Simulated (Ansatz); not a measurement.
# [SnH3]− (SMILES [H][Sn-]([H])[H]) at 6 levels

Aim: a comparison of 6 runs (HF/STO-3G, UHF/STO-3G, UPBE/STO-3G, MP2/STO-3G, BCCD(T)/STO-3G, UCCSD(T)/STO-3G) of [SnH3]−. 

The results are computed with Ansatz 0.2.0.

1 further run of the same task is left out (set aside as unsound or not needed).

**1. Starting point**

[SnH3]− has 4 atoms, charge -1, and is taken as a singlet. SMILES: `[H][Sn-]([H])[H]`. The H4–Sn1 distance was set to 2.436 Å, away from the relaxed value. At this shape a bond of the SMILES string is far longer than usual.

Bond lengths: Sn1–H2 1.948 Å, Sn1–H3 1.948 Å. Angles: H2–Sn1–H3 93.3°.

**2. A single-point energy at HF/STO-3G (run 1)**

Contents of run.yaml:

```yaml
crystal:
  periodic: [false, false, false]
  atoms:
    - {symbol: Sn, position_ang: [0.203166, 0.358332, 1.054497]}
    - {symbol: H, position_ang: [1.847336, 0.319002, 0.011177]}
    - {symbol: H, position_ang: [-0.577314, 1.785112, -0.017583]}
    - {symbol: H, position_ang: [-0.844540, -1.404640, -0.259610]}
basis:
  gaussian:
    orbitals: STO-3G
total_charge: -1
hamiltonian:
  xc: hf
accuracy: high
```

Command:

```sh
ansatz run run.yaml --threads 1 --pin off --max-ram 2610MiB --events-out events.jsonl --progress --plain --runs-dir runs
```

Standard output:

```text
Warning: RAYON_NUM_THREADS=1 ignored (pool sized by the plan → 1); use --threads N
Functional definition: HF
  name "HF"
  exchange = exact_x
  correlation = 0
518 factors; integrals over basis functions are off by at most 4.0e-9 eV
mean field evaluation 1: about -162307.4016 eV, gradient 8.8e0 eV
mean field evaluation 2: about -162307.4126 eV, gradient 8.7e0 eV
mean field evaluation 4: about -162308.1411 eV, gradient 5.8e-1 eV
mean field evaluation 8: about -162308.1457 eV, gradient 1.1e-5 eV
mean field -162308.14566749 eV, -5964.7143368677 hartree, gradient 6.3e-9 eV, S^2 0.000000; 0 other end points of the search recorded, 0 dependent functions left out
reference -162308.14566749 eV, -5964.7143368677 hartree; 27, 27 occupied and 3, 3 virtual orbitals, 518 factors
Total energy: -162308.14566749 eV, -5964.7143368677 hartree
```

Wall time 0.24 s (1 thread of AMD EPYC 9R45 (Zen 5), shared host).

**3. The energy at UHF/STO-3G (run 2)**

Contents of job.yaml:

```yaml
crystal:
  periodic: [false, false, false]
  atoms:
    - {symbol: Sn, position_ang: [0.203166, 0.358332, 1.054497]}
    - {symbol: H, position_ang: [1.847336, 0.319002, 0.011177]}
    - {symbol: H, position_ang: [-0.577314, 1.785112, -0.017583]}
    - {symbol: H, position_ang: [-0.844540, -1.404640, -0.259610]}
basis:
  gaussian:
    orbitals: STO-3G
total_charge: -1
accuracy: high
magnetization:
  spin_polarized: true
hamiltonian:
  xc: hf
```

Command:

```sh
ansatz run job.yaml --threads 1 --pin off --max-ram 2610MiB --events-out events.jsonl --progress --plain --runs-dir runs
```

Standard output:

```text
Warning: RAYON_NUM_THREADS=1 ignored (pool sized by the plan → 1); use --threads N
Functional definition: HF
  name "HF"
  exchange = exact_x
  correlation = 0
518 factors; integrals over basis functions are off by at most 4.0e-9 eV
mean field evaluation 1: about -162307.4016 eV, gradient 6.2e0 eV
mean field evaluation 2: about -162307.4126 eV, gradient 6.2e0 eV
mean field evaluation 4: about -162308.1434 eV, gradient 4.1e-1 eV
mean field evaluation 8: about -162308.1457 eV, gradient 1.0e-5 eV
mean field evaluation 16: about -162308.2240 eV, gradient 2.0e-1 eV
mean field evaluation 32: about -162305.8097 eV, gradient 6.9e0 eV
mean field -162308.22365566 eV, -5964.7172028801 hartree, gradient 7.9e-8 eV, S^2 0.274586; 2 other end points of the search recorded, 0 dependent functions left out
reference -162308.22365566 eV, -5964.7172028801 hartree; 27, 27 occupied and 3, 3 virtual orbitals, 518 factors
Total energy: -162308.22365566 eV, -5964.7172028801 hartree
```

It took 0.34 s on 1 thread of AMD EPYC 9R45 (Zen 5), shared host.

Runs 3 to 5 aren't shown in full; the table further down has their settings and results.

**4. A single-point energy at UCCSD(T)/STO-3G (run 6)**

Edit run.yaml of step 2 so:

```diff
@@ -11,4 +11,10 @@
 total_charge: -1
-hamiltonian:
-  xc: hf
+magnetization:
+  spin_polarized: true
+  initial_magnetization: 0
+correlation:
+  method: ccsd_t
+  frozen_orbitals: {H: 0, Sn: 18}
 accuracy: high
+scf:
+  omitted_lower_state_checks: [cluster_reference, increment]
```

Command:

```sh
ansatz run run.yaml --threads 1 --pin off --max-ram 2610MiB --events-out events.jsonl --progress --plain --runs-dir runs
```

Standard output:

```text
Warning: RAYON_NUM_THREADS=1 ignored (pool sized by the plan → 1); use --threads N
Functional definition: HF
  name "HF"
  exchange = exact_x
  correlation = 0
these checks for a lower state are left out or cut short: cluster_reference, increment
518 factors; integrals over basis functions are off by at most 4.0e-9 eV
mean field evaluation 1: about -162307.4016 eV, gradient 6.2e0 eV
mean field evaluation 2: about -162307.4126 eV, gradient 6.2e0 eV
mean field evaluation 4: about -162308.1434 eV, gradient 4.1e-1 eV
mean field evaluation 8: about -162308.1457 eV, gradient 1.0e-5 eV
mean field evaluation 16: about -162308.2240 eV, gradient 2.0e-1 eV
mean field evaluation 32: about -162308.2228 eV, gradient 3.2e-1 eV
mean field -162308.22365566 eV, -5964.7172028801 hartree, gradient 7.9e-8 eV, S^2 0.274586; 3 other end points of the search recorded, 0 dependent functions left out
18 core orbitals not correlated: weight in the atoms' cores, before any rotation towards them, 1.000 or more for the frozen orbitals, at most 0.000 for the correlated occupied ones
reference -162308.22365566 eV, -5964.7172028801 hartree; 9, 9 occupied and 3, 3 virtual orbitals, 518 factors
second order -1.10417164 eV of doubles, -0.00000000 eV of singles
cycle   1  -1.51957604 eV  change   -4.2e-1 eV  update   8.4e-2
cycle   2  -1.89610658 eV  change   -3.8e-1 eV  update   5.8e-2
cycle   3  -2.11678714 eV  change   -2.2e-1 eV  update   3.8e-2
cycle   4  -2.18418188 eV  change   -6.7e-2 eV  update   1.4e-2
cycle   5  -2.17584647 eV  change    8.3e-3 eV  update   4.8e-3
cycle   6  -2.18883672 eV  change   -1.3e-2 eV  update   2.0e-3
cycle   7  -2.18233867 eV  change    6.5e-3 eV  update   8.7e-4
cycle   8  -2.18359526 eV  change   -1.3e-3 eV  update   4.0e-4
cycle   9  -2.18397262 eV  change   -3.8e-4 eV  update   1.2e-4
cycle  10  -2.18400004 eV  change   -2.7e-5 eV  update   3.9e-5
cycle  11  -2.18394707 eV  change    5.3e-5 eV  update   1.2e-5
cycle  12  -2.18396377 eV  change   -1.7e-5 eV  update   3.2e-6
cycle  13  -2.18396358 eV  change    1.9e-7 eV  update   1.0e-6
cycle  14  -2.18396327 eV  change    3.1e-7 eV  update   3.6e-7
cycle  15  -2.18396329 eV  change   -2.6e-8 eV  update   1.1e-7
cycle  16  -2.18396367 eV  change   -3.8e-7 eV  update   5.7e-8
cycle  17  -2.18396378 eV  change   -1.1e-7 eV  update   3.1e-8
cycle  18  -2.18396278 eV  change    1.0e-6 eV  update   2.5e-7
cycle  19  -2.18396163 eV  change    1.1e-6 eV  update   1.5e-7
cycle  20  -2.18396150 eV  change    1.4e-7 eV  update   4.8e-8
cycle  21  -2.18396144 eV  change    5.9e-8 eV  update   2.2e-8
cycle  22  -2.18396139 eV  change    4.7e-8 eV  update   8.6e-9
cycle  23  -2.18396140 eV  change   -2.3e-9 eV  update   3.0e-9
cycle  24  -2.18396139 eV  change   8.8e-10 eV  update   1.1e-9
cycle  25  -2.18396139 eV  change    1.3e-9 eV  update  4.0e-10
perturbative correction -0.01001717 eV, -0.0003681243 hartree
Total energy: -162310.41763423 eV, -5964.7978301053 hartree
Checks for a lower state left out: cluster_reference, increment
```

Run time: 0.46 s. Hardware: 1 thread of AMD EPYC 9R45 (Zen 5), shared host.

**5. The series**

| run | level | frozen core orbitals | energy (Eh) | wall time |
| --- | --- | --- | --- | --- |
| 1 | HF/STO-3G | – | -5964.714337 | 0.24 s |
| 2 | UHF/STO-3G | – | -5964.717203 | 0.34 s |
| 3 | UPBE/STO-3G | – | -5966.244141 | 0.92 s |
| 4 | MP2/STO-3G | 18 | -5964.765949 | 0.28 s |
| 5 | BCCD(T)/STO-3G | 18 | -5964.797873 | 0.28 s |
| 6 | UCCSD(T)/STO-3G | 18 | -5964.797830 | 0.46 s |

**6. Summary of results**

| quantity | value |
| --- | --- |
| run 6: total energy | -5964.79783 Eh |
| run 6: correlation energy (18 core orbitals frozen) | -80.6 mEh |
| run 6: (T) correction | -0.37 mEh |
| run 6: ⟨S²⟩ of the reference determinant | 0.275 |
| run 6: T1 diagnostic | 0.050 |

**Reading.** Below the UHF energy at the same shape and in the same basis (STO-3G): MP2 -48.7 mEh; BCCD(T) -80.7 mEh; UCCSD(T) -80.6 mEh. Some of these start from another determinant than that one, so these aren't their correlation energies. In runs 4, 5 the log says that unrestricted orbitals would lower the reference, so the values rest on an unstable closed-shell determinant (other closed-shell runs at this shape may share the fault). In runs 1, 2, 3, 4, 5, 6 the basis is minimal, so the values are rough. In runs 1, 2, 3, 4, 5, 6 relativity is left out where basis or elements ask for it. Spin contamination of the reference: run 2 ⟨S²⟩ = 0.27, run 6 ⟨S²⟩ = 0.27. All runs together took 2.5 s, the longest 0.92 s.
